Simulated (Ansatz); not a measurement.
# Cl2FH5HfN2: the cost of one run

Program: Ansatz 0.2.0. Level of theory: RKS LDA/def2-SVP. These are calculated values, not measurements.

### 1 The system as given

Bond lengths: Hf1–Cl2 2.870 Å, Hf1–N3 2.210 Å, N3–H4 1.060 Å, N3–H5 1.060 Å, Hf1–Cl6 2.518 Å, Hf1–N7 2.208 Å, N7–H8 1.060 Å, N7–H9 1.060 Å, Hf1–F10 2.280 Å. Angles (14 of 16 angles, heavy atoms first): Cl2–Hf1–N3 109.4°, Cl2–Hf1–Cl6 109.5°, Cl2–Hf1–N7 109.5°, Cl2–Hf1–F10 71.6°, N3–Hf1–Cl6 109.5°, N3–Hf1–N7 109.5°, N3–Hf1–F10 178.9°, Cl6–Hf1–N7 109.5°, Cl6–Hf1–F10 69.8°, N7–Hf1–F10 70.1°, Hf1–N3–H4 120.0°, Hf1–N3–H5 120.0°, Hf1–N7–H8 120.0°, Hf1–N7–H9 120.0°.

As a file:

```xyz
11

Hf    0.0000    0.0000    0.0000
Cl    0.0000    0.0000    2.8700
N     2.0840    0.0000   -0.7359
H     2.5823   -0.9180   -0.9166
H     2.5853    0.9180   -0.9082
Cl   -1.1869    2.0563   -0.8392
N    -1.0409   -1.8034   -0.7359
H    -1.5759   -2.4197   -0.0595
H    -1.0055   -2.0526   -1.7656
F    -2.1637    0.0069    0.7189
H    -1.5793    0.0050    1.9315
```

### 2 Pulling towards end A

Springs on the bonds that form and break draw the guess towards this end; the thresholds are loose.

Input file input.yaml:

```yaml
crystal:
  periodic: [false, false, false]
  atoms:
    - { symbol: Hf, position_ang: [0.0, 0.0, 0.0] }
    - { symbol: Cl, position_ang: [0.0, 0.0, 2.87] }
    - { symbol: "N", position_ang: [2.084, 0.0, -0.7359] }
    - { symbol: H, position_ang: [2.5823, -0.918, -0.9166] }
    - { symbol: H, position_ang: [2.5853, 0.918, -0.9082] }
    - { symbol: Cl, position_ang: [-1.1869, 2.0563, -0.8392] }
    - { symbol: "N", position_ang: [-1.0409, -1.8034, -0.7359] }
    - { symbol: H, position_ang: [-1.5759, -2.4197, -0.0595] }
    - { symbol: H, position_ang: [-1.0055, -2.0526, -1.7656] }
    - { symbol: F, position_ang: [-2.1637, 0.0069, 0.7189] }
    - { symbol: H, position_ang: [-1.5793, 0.005, 1.9315] }
basis:
  gaussian: { orbitals: def2-SVP }
hamiltonian:
  xc: lda
relax:
  f_tol: 0.15
  max_steps: 25
  restrain:
    - { distance: [0, 9], at: 3.18, k: 30.0 }
    - { distance: [10, 1], at: 2.57, k: 30.0 }
    - { distance: [0, 1], at: 2.52, k: 30.0 }
    - { distance: [10, 9], at: 0.92, k: 30.0 }
```

Started as:

```sh
ansatz run input.yaml --threads 4 --pin off --max-ram 5120MiB --backend cpu --events-out ev --progress --plain --runs-dir out
```

**Question.** How long does this run take on 4 threads of Arm Neoverse N1, shared host, and how much memory does it need?

About 35 s, with a peak of 0.2 GiB.
